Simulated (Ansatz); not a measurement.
Crystal: MgGe2.

```
CELL_PARAMETERS angstrom
5.52149 -1.84985 0.00000
5.52149 1.84985 0.00000
-3.21762 0.00000 6.00777
ATOMIC_POSITIONS crystal
Ge 0.52923 0.52923 0.29362
Ge 0.47077 0.47077 0.70638
Ge 0.88039 0.88039 0.98544
Ge 0.11961 0.11961 0.01456
Mg 0.81529 0.81529 0.34925
Mg 0.18471 0.18471 0.65075
```

The cell comes from a database or a generator and needn't be the stable form of this composition.

```yaml
Program: Ansatz 0.2.0
Task: relaxation of cell and atoms
Functional: PBE
Potentials_or_basis: Ansatz PAW
Cutoff: "420 eV (not typed: the program's choice for these potentials)"
k_mesh: 8 × 8 × 5
Occupations: fermi-dirac, width 0.05 eV
Spin: no spin polarisation
```

At the start: volume 20.45 Å³/atom.

Where does the relaxation end?

It ends after 18 steps and the volume is 21.22 Å³/atom (+3.7 %); space group P-3m1 (No. 164, to 0.05 Å).

The path:
```tsv
step	energy change (eV)	largest force (eV/Å)	volume (Å³)
1	0.0000	0.1230	122.73
2	-0.0234	0.0796	121.53
3	-0.0454	0.0670	121.61
4	-0.0770	0.1024	122.19
5	-0.1132	0.2059	123.42
6	-0.1588	0.1509	123.92
7	-0.2055	0.1137	124.71
8	-0.2263	0.0986	124.78
9	-0.2350	0.2544	127.77
10	-0.2482	0.0969	127.95
11	-0.2577	0.0367	126.78
12	-0.2590	0.0140	127.05
13	-0.2594	0.0045	127.15
14	-0.2595	0.0021	127.12
15	-0.2596	0.0014	127.15
16	-0.2621	0.0014	127.15
17	-0.2621	0.0041	127.32
18	-0.2622	0.0041	127.32
```

Final structure:
```
Ge Mg
1.0
     5.90724   -1.94943   -0.17977
     5.90724    1.94943   -0.17977
    -3.63803    0.00000    5.63897
Ge Mg
4 2
Cartesian
  5.1902 0.0000 2.0165
  2.9863 0.0000 3.2629
  7.0735 0.0000 5.9011
  1.1030 0.0000 -0.6217
  7.9511 0.0000 1.1411
  0.2254 0.0000 4.1383
```

Caveat: the plane-wave basis is chosen anew once the cell has moved, so the energies of steps on either side of that aren't comparable.
